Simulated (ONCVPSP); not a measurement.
**Pseudopotential generation for Te: ONCV, PBE**

Aim: build the potential from the settings below, then test how well it stands in for the atom: other configurations, scattering, ghost states and the plane-wave cutoff that it needs.

The numbers are computed with ONCVPSP 4.0.1 (PBE, scalar-relativistic, spin-unpolarised reference atom).

1 further run of the same task is left out (it didn't finish).

### Step 1. The atom and the settings

The settings as typed:

- element: tellurium (Te, Z = 52)
- type: optimised norm-conserving Vanderbilt (ONCV)
- frozen core: [Kr]
- valence charge: 16
- reference configuration: 4d10 5s2 5p3 (charge +1)
- partial waves: 5s: rc 1.65 bohr, ncon 3, nbas 7, qcut 3.7 1/bohr, 2 projectors, debl 3.45 Ha; 5p: rc 1.90 bohr, ncon 5, nbas 8, qcut 3.7 1/bohr, 1 projector; 4d: rc 1.05 bohr, ncon 3, nbas 7, qcut 10.3 1/bohr, 2 projectors, debl 1 Ha
- local potential: polynomial inside 1.00 bohr (lpopt 1, dvloc0 0 Ha)
- core correction: Teter function fitted to the true core (icmod 2), fcfact 0.7

The nodes and maxima of the atom's own shells, from an earlier all-electron run, set the scale for the radii.

All-electron outer shells of the reference configuration (PBE, scalar-relativistic, ld1.x):

```csv
shell,level (eV),outermost node (bohr),outermost maximum (bohr)
4s,-173.44,0.38,0.70
4p,-123.46,0.38,0.74
4d,-50.68,0.36,0.81
5s,-23.44,0.91,1.77
5p,-13.68,1.00,2.11
```

### Step 2. Generation

Te.dat

```
# ATOM AND REFERENCE CONFIGURATION
# atsym  z   nc   nv     iexc    psfile
  Te 52.00    8    3        4      upf
#
#   n    l    f
    1    0    2.00
    2    0    2.00
    2    1    6.00
    3    0    2.00
    3    1    6.00
    3    2   10.00
    4    0    2.00
    4    1    6.00
    4    2   10.00
    5    0    2.00
    5    1    3.00
#
# PSEUDOPOTENTIAL AND OPTIMIZATION
# lmax
    2
#
#   l,   rc,      ep,       ncon, nbas, qcut
    0    1.65    0.00    3    7    3.70
    1    1.90    0.00    5    8    3.70
    2    1.05    0.00    3    7   10.30
#
# LOCAL POTENTIAL
# lloc, lpopt,  rc(5),   dvloc0
    4    1    1.00    0.00
#
# VANDERBILT-KLEINMAN-BYLANDER PROJECTORs
# l, nproj, debl
    0    2    3.45
    1    1    1.90
    2    2    1.00
#
# MODEL CORE CHARGE
# icmod, fcfact, rcfact
    2    0.70    1.10
#
# LOG DERIVATIVE ANALYSIS
# epsh1, epsh2, depsh
   -3.00    5.00    0.02
#
# OUTPUT GRID
# rlmax, drl
    6.00    0.01
#
# TEST CONFIGURATIONS
# ncnf
    4
# nvcnf
#   n    l    f
    3
    4    2   10.00
    5    0    2.00
    5    1    4.00
#
    3
    4    2   10.00
    5    0    2.00
    5    1    2.00
#
    3
    4    2   10.00
    5    0    2.00
    5    1    1.00
#
    3
    4    2   10.00
    5    0    0.00
    5    1    6.00
#
```

Started as:

```sh
$ oncvpsp.x < Te.dat > Te.out
```

Before running it: what results should come out? Wanted: cutoffs for 1 and 0.1 mHa per electron, occupied waves; bound ghosts; GHOST(+) flags; largest miss of a reference level; largest test error; largest phase difference near zero energy, channels read; rms error of d²Exc/dn², without and with the model core; projector energies reset by the program.

**Answer**, as computed:

| quantity | value |
| --- | --- |
| cutoffs for 1 and 0.1 mHa per electron, occupied waves | 48 Ha and 69 Ha |
| bound ghosts | s at -113.24 eV, p at -59.71 eV |
| GHOST(+) flags | none at low energy |
| largest miss of a reference level | 13 meV (4d) |
| largest test error (AE − PS) | -8.4 meV, for 4d10 5s2 5p1 |
| largest phase difference near zero energy, channels read | 0.002 rad |
| rms error of d²Exc/dn², without and with the model core | 4.99 and 0.46 mHa |
| projector energies reset by the program | d: -1.862, 0.250 Ha |

What this shows: It has a bound ghost (s, p), a state that the atom doesn't have, and that rules the file out. The worst unpolarised test, 4d10 5s2 5p1, is off by 8.4 meV on 44.8 eV; by total energies transferability rates as good. Atomic tests can pass in spite of a ghost, since they solve only for the levels asked. The potential is hard: the looser tolerance needs 48 Ha. At the looser tolerance the 4d wave is the slowest; 5p needs 16 Ha. Near zero energy the phases of the channels with partial waves agree within 0.002 rad. The pseudo curves have a pole with no partner nearby in the atom's: p at -2.17 Ha. All of this concerns the isolated atom, not yet a solid.
